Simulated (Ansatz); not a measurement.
Here is an Ansatz input file for CH4F2GeO, SMILES O[C](F)(F)[GeH3]. Write the same calculation for the Python package.

```yaml
crystal:
  periodic: [false, false, false]
  atoms:
    - { symbol: O, position_ang: [1.4716, 0.9528, 0.1177] }
    - { symbol: C, position_ang: [0.6248, 0.0889, -0.6073] }
    - { symbol: F, position_ang: [1.3693, -0.9874, -0.9975] }
    - { symbol: F, position_ang: [0.1896, 0.7077, -1.7447] }
    - { symbol: Ge, position_ang: [-0.8344, -0.5475, 0.4966] }
    - { symbol: H, position_ang: [0.8681, 1.8238, 0.2478] }
    - { symbol: H, position_ang: [-0.2317, -1.2272, 1.7805] }
    - { symbol: H, position_ang: [-1.6562, -1.5376, -0.2903] }
    - { symbol: H, position_ang: [-1.7126, 0.6801, 0.9802] }
basis:
  gaussian: { orbitals: "6-31G*" }
hamiltonian:
  xc: r2scan
  dispersion: d3bj
```

On the command line:
```console
$ ansatz run input.yaml --threads 1 --pin off --max-ram 4096MiB --backend cpu --events-out ev --progress --plain --runs-dir out
Warning: the engine holds no damping parameters fitted to this dispersion correction and functional, so the run takes those fitted to r2scan beside the three-body term, which d3bj leaves out (hamiltonian.dispersion, under Limitations)
Engine: ansatz 0.2.0, aarch64-unknown-linux-gnu
Functional definition: r2SCAN
  parameter k0 = 0.174
  parameter k1 = 0.065
  parameter a1 = 4.9479
  exchange = r2scan_x(k0 = k0, k1 = k1, a1 = a1)
  correlation = r2scan_c
1097 factors; their error is unknown
mean field evaluation 1: about -65085.0711 eV, gradient 4.6e1 eV
mean field evaluation 2: about -65078.2477 eV, gradient 7.7e1 eV
mean field evaluation 4: about -65088.2699 eV, gradient 3.7e0 eV
mean field evaluation 8: about -65088.2480 eV, gradient 2.4e-1 eV
mean field evaluation 16: about -65088.2481 eV, gradient 4.5e-5 eV
mean field -65088.24806080 eV, -2391.9489978351 hartree, gradient 4.5e-5 eV, S^2 0.000000; 0 other end points of the search recorded, 0 dependent functions left out
reference -65088.24807106 eV, -2391.9489982123 hartree; 34, 34 occupied and 69, 69 virtual orbitals, 1097 factors
Total energy: -65088.28933621 eV, -2391.9505146785 hartree
```

`ch4f2geo_energy.py`
```python
# -*- coding: utf-8 -*-
"""Single point of CH4F2GeO."""

import ansatz
from ase import Atoms


def main():
    atoms = Atoms(["O", "C", "F", "F", "Ge", "H", "H", "H", "H"], positions=[
        (1.4716, 0.9528, 0.1177),
        (0.6248, 0.0889, -0.6073),
        (1.3693, -0.9874, -0.9975),
        (0.1896, 0.7077, -1.7447),
        (-0.8344, -0.5475, 0.4966),
        (0.8681, 1.8238, 0.2478),
        (-0.2317, -1.2272, 1.7805),
        (-1.6562, -1.5376, -0.2903),
        (-1.7126, 0.6801, 0.9802),
    ])
    mol = ansatz.Crystal.molecule_from_ase(atoms)

    calc = (
        mol.calculation()
        .basis(gaussian="6-31G*")
        .functional("r2SCAN", dispersion="d3bj")
    )
    res = calc.run(threads=1)
    summary = res.report

    for key in ("converged", "free_energy_ev", "reference_energy_ev", "n_frozen", "n_occupied", "n_virtual"):
        print(f"{key:22s} {summary[key]}")

    state = summary["mean_field"]["state"]
    print(f"mean field: {state['energy']['hartree']:.7f} Ha, <S^2> = {abs(state['spin_squared']):.4f}, stability: {state.get('stability', {}).get('kind')}")


if __name__ == "__main__":
    main()
```

```console
$ python ch4f2geo_energy.py
DeckWarning: the engine holds no damping parameters fitted to this dispersion correction and functional, so the run takes those fitted to r2scan beside the three-body term, which d3bj leaves out (hamiltonian.dispersion, under Limitations)
converged              True
free_energy_ev         -65088.28933620732
reference_energy_ev    -65088.24807105848
n_frozen               0
n_occupied             [34, 34]
n_virtual              [69, 69]
mean field: -2391.9489982 Ha, <S^2> = 0.0000, stability: minimum
```
(Warnings from the package without file and line.)

The settings weren't tested for convergence. The geometry is a force-field or estimated start, not a minimum of this method, and the basis set is short of its limit. Total less reference energy is the dispersion correction. A dispersion term here runs with damping parameters fitted for another variant or functional. It ran for 6.9 s on 1 thread of Arm Neoverse V2, on a shared host, peak memory 0.23 GiB.

(Lines on the test bed's own set-up are left out of the output.)
